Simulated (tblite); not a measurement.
# C6H14ClFSi: the cost of one run

Computed with tblite 0.8.0 and PySCF 2.14.0, with density-fitted response routines of our own, on a single molecule in the gas phase. Atoms are numbered from 0 throughout.

**1. The starting structure**

23 atoms, charge 0, multiplicity 1; geometry from: force field or distance geometry start.

Bonds of the start (Å): C0–C1 1.52, C1–Si2 1.85, Si2–F3 1.59, Si2–C4 1.89, C4–C5 1.55, C5–C6 1.53, C5–C7 1.53, C7–Cl8 1.78, C0–H9 1.09, C0–H10 1.09, C0–H11 1.10, C1–H12 1.12, C1–H13 1.11, Si2–H14 1.48, C4–H15 1.10, C4–H16 1.09, C5–H17 1.10, C6–H18 1.11, C6–H19 1.09, C6–H20 1.10, C7–H21 1.10, C7–H22 1.09.

**2. Optimising the geometry with GFN2-xTB**

The job: settings as JSON, then the geometry in Å.

```
{"job": {"kind": "relax", "xc": "GFN2-xTB", "basis": "xTB"}, "charge": 0, "multiplicity": 1}
C      3.202800     0.913200     0.056900
C      2.675600    -0.390600     0.628100
Si     1.068800    -1.012800    -0.056500
F      0.702600    -2.397200     0.641000
C     -0.356900     0.171500     0.305500
C     -1.788900    -0.300900    -0.063500
C     -2.809700     0.685100     0.516100
C     -2.026500    -0.522200    -1.560400
Cl    -1.722200     0.913900    -2.559200
H      4.145200     1.183200     0.525400
H      3.351000     0.838200    -1.025000
H      2.487700     1.733600     0.240400
H      2.568700    -0.279600     1.732700
H      3.445000    -1.169200     0.476200
H      1.168200    -1.233000    -1.519200
H     -0.143000     1.133700    -0.173800
H     -0.320100     0.374000     1.380600
H     -1.960200    -1.271200     0.434700
H     -2.721900     0.734400     1.616600
H     -2.666400     1.696700     0.135200
H     -3.834900     0.368900     0.291000
H     -3.073900    -0.820100    -1.735700
H     -1.395600    -1.322600    -1.942200
```

Started as:

```console
$ OMP_NUM_THREADS=1 python probes_run.py task.json out
```

This one command runs all jobs of the session in turn.

Q: Estimate the wall time of this first job on 1 thread of Arm Neoverse N1, shared host.

About 1.9 s.
